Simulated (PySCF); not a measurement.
# SiCl₄: singlet, from a B3LYP minimum start

Where does singlet SiCl₄ go from a B3LYP minimum start, is the end point a minimum, and what are its modes, charges and moments?

Program: PySCF 2.14.0. Level of theory: B3LYP, basis Si def2-SVP, Cl def2-SVP, no relativity, density fitting. These are calculated values, not measurements.

## Step 1: Starting geometry

5 atoms, charge 0, spin multiplicity 1.

Bond lengths: Si1–Cl2 2.049 Å, Si1–Cl3 2.049 Å, Si1–Cl4 2.049 Å, Si1–Cl5 2.049 Å. Angles: Cl2–Si1–Cl3 109.5°, Cl2–Si1–Cl4 109.5°, Cl2–Si1–Cl5 109.5°, Cl3–Si1–Cl4 109.5°, Cl3–Si1–Cl5 109.5°, Cl4–Si1–Cl5 109.5°.

Coordinates in bohr (charge 0 multiplicity 1):
```
Si    0.0000    0.0000    0.0000
Cl    3.1619   -0.0001    2.2357
Cl   -0.0001    3.1619   -2.2357
Cl   -3.1618   -0.0001    2.2358
Cl    0.0000   -3.1618   -2.2359
```

## Step 2: The SCF at the typed geometry

One driver script runs all steps and calls PySCF; scf.py shows how it sets up the SCF of each step. The optimiser is the driver's own. After this first run the driver tries any further starts and a stability analysis.

scf.py reads:

```python
from pyscf import gto, scf, dft
mol = gto.M(atom='''
Si     0.000000    -0.000000    -0.000000
Cl     1.673210    -0.000027     1.183081
Cl    -0.000035     1.673218    -1.183070
Cl    -1.673156    -0.000043     1.183158
Cl    -0.000019    -1.673148    -1.183169''',
    basis={'Si': 'def2-SVP', 'Cl': 'def2-SVP'},
    charge=0, spin=0)
mf = dft.RKS(mol, xc='B3LYP')
mf.grids.atom_grid = (50, 194)
aux = {'Si': 'def2-universal-JKFIT', 'Cl': 'def2-universal-JKFIT'}
mf = mf.density_fit(auxbasis=aux)
mf.conv_tol = 1e-08
mf.diis_space = 10
mf.max_cycle = 60
mf.init_guess = 'minao'
mf.verbose = 4
mf.kernel()
```

The run is started by

```console
> OMP_NUM_THREADS=2 python axn.py task.json out
```

Standard output:

```text
init E= -2130.345792322
  HOMO = -0.363393147558694  LUMO = -0.0574683946774053  gap/eV = 8.32464
cycle= 1 E= -2129.81661383969  delta_E= 0.529  |g|=  0.5  |ddm|= 2.54
  HOMO = -0.322881410245334  LUMO = -0.0700664792306571  gap/eV = 6.87944
cycle= 2 E= -2129.72825169797  delta_E= 0.0884  |g|= 0.765  |ddm|= 1.51
  HOMO = -0.327112148882584  LUMO = -0.0261853568421881  gap/eV = 8.18864
cycle= 3 E= -2129.88920380646  delta_E= -0.161  |g|= 0.0474  |ddm|= 0.919
  HOMO = -0.333798700815244  LUMO = -0.0328072820208281  gap/eV = 8.19039
cycle= 4 E= -2129.88974717124  delta_E= -0.000543  |g|= 0.00898  |ddm|= 0.0571
  HOMO = -0.332749260808778  LUMO = -0.0309691955574074  gap/eV = 8.21185
cycle= 5 E= -2129.8897683513  delta_E= -2.12e-05  |g|= 0.00044  |ddm|= 0.0111
  HOMO = -0.332799364641063  LUMO = -0.0310344296838629  gap/eV = 8.21144
cycle= 6 E= -2129.88976839732  delta_E= -4.6e-08  |g|= 8.3e-05  |ddm|= 0.000763
  HOMO = -0.332790848707727  LUMO = -0.0310228253699851  gap/eV = 8.21153
cycle= 7 E= -2129.88976839903  delta_E= -1.72e-09  |g|= 1.12e-05  |ddm|= 0.000106
  HOMO = -0.332791693690336  LUMO = -0.031026112032599  gap/eV = 8.21146
Extra cycle  E= -2129.889768399  delta_E= 3e-11  |g|= 1.62e-05  |ddm|= 3.33e-05
converged SCF energy = -2129.889768399
```

This step, with its further starts and checks, ran for 3.5 s (2 threads of AMD EPYC 9R45 (Zen 5), shared host).

No lower closed-shell solution turned up in the test of internal stability.

## Step 3: Relaxing the singlet from the B3LYP minimum start

The program finds Td symmetry in the start, which this walk keeps. The walk stops when the largest gradient is under 0.0003 Eh/bohr and the energy has settled too.

Changes to scf.py since step 2:

```diff
@@ -3 +3 @@
-Si     0.000000    -0.000000    -0.000000
+Si     0.000000     0.000000     0.000000
@@ -17 +16,0 @@
-mf.init_guess = 'minao'
```

Steps of the walk:

| step | energy (Eh) | change (kJ/mol) | largest symmetric gradient (Eh/bohr) |
| --- | --- | --- | --- |
| 0 | -2129.889768 | 0.00 | 0.00000 |

The walk took 1.1 s.

After 0 steps and 0.0 kJ/mol it ends at Td: Si–Cl 2.049 Å (×4); Cl–Si–Cl 109.5° (×6).

## Step 4: Is it a minimum? Harmonic modes

The point is checked on the finer grid, and tightened if its gradient asks for it. The Hessian and the dipole derivatives come from central differences of analytic gradients, with steps of 0.02 bohr.

Changes to scf.py since step 3:

```diff
@@ -3 +3 @@
-Si     0.000000     0.000000     0.000000
+Si     0.000000    -0.000000    -0.000000
@@ -11 +11 @@
-mf.grids.atom_grid = (50, 194)
+mf.grids.atom_grid = (75, 302)
@@ -14 +14 @@
-mf.conv_tol = 1e-08
+mf.conv_tol = 1e-10
```

This SCF starts from the last density.

SCF at the final geometry:

```text
init E= -2129.88975790964
  HOMO = -0.332792591215935  LUMO = -0.0310350941081932  gap/eV = 8.21124
cycle= 1 E= -2129.88975790964  delta_E= 4.55e-13  |g|= 1.41e-06  |ddm|= 2.95e-06
  HOMO = -0.332792629394741  LUMO = -0.0310348915534957  gap/eV = 8.21125
Extra cycle  E= -2129.88975790962  delta_E= 1.55e-11  |g|= 2.07e-06  |ddm|= 4.12e-06
converged SCF energy = -2129.88975790962
```

The whole step took 11 s.

Geometry: Td; Si–Cl 2.049 Å (×4); Cl–Si–Cl 109.5° (×6).

Modes, for the most abundant isotopes:

```tsv
symmetry	ω (cm⁻¹)	IR (km/mol)	μ (u)
e	143	0.0	34.97
t2	214	21.9	33.61
a1	411	0.0	34.97
t2	621	554	29.94
```

No imaginary mode, so this is a minimum.

Properties at this point:

```
Dipole moment                                                   : 0.00 D
Highest occupied level                                          : -9.06 eV
Lowest empty level                                              : -0.84 eV
Rotational constants                                            : 0.04305, 0.04305, 0.04305 cm⁻¹
Zero-point energy                                               : 19.2 kJ/mol
Principal polarisabilities                                      : 53.1, 53.1, 53.1 bohr³
Atomisation energy without zero-point energy                    : 1502 kJ/mol
Principal traceless quadrupole moments about the centre of mass : 0.00, 0.00, 0.00 D Å
Entropy at 298.15 K and 1 bar                                   : 332.4 J/(mol K)
Heat capacity Cp at 298.15 K                                    : 90.5 J/(mol K)
Enthalpy at 298.15 K above 0 K                                  : 19.56 kJ/mol
Rotational symmetry number                                      : 12
```

Populations by atom (charges in e):

```
     atom  Mulliken  Löwdin  polar tensor  Mayer order to Si1
      Si1      0.73    0.05          2.07                   –
Cl2,3,4,5     -0.18   -0.01         -0.52                1.14
```

Outer orbital energies (eV). occupied: -10.08, -10.08, -9.84, -9.84, -9.84, -9.06, -9.06, -9.06; empty: -0.84, 0.85, 0.85, 0.85.

Mulliken populations on Si1: s 4.94, p 7.84, d 0.48.

## Step 5: Summary of results

| quantity | value |
| --- | --- |
| minimum | singlet, Td |
| geometry | Si–Cl 2.049 Å (×4); Cl–Si–Cl 109.5° (×6) |
| wavenumbers (cm⁻¹) | 143 (e), 214 (t2), 411 (a1), 621 (t2) |
| dipole moment | 0.00 D |
| highest occupied, lowest empty level | -9.06, -0.84 eV |
| polar-tensor charge of Si1 | +2.07 e |
| zero-point energy | 19.2 kJ/mol |
| entropy at 298.15 K | 332.4 J/(mol K) |
| atomisation energy (no zero-point energy) | 1502 kJ/mol |

**Reading.** The B3LYP minimum start keeps its Td symmetry and ends in a minimum. The strongest infrared band lies at 621 cm⁻¹ (t2). Si1 has a polar-tensor charge of +2.1 e (a dipole derivative, not a static charge), yet symmetry cancels the bond dipoles. Other starts or spin states, not run here, may lie lower.

The search up to here took 15 s.
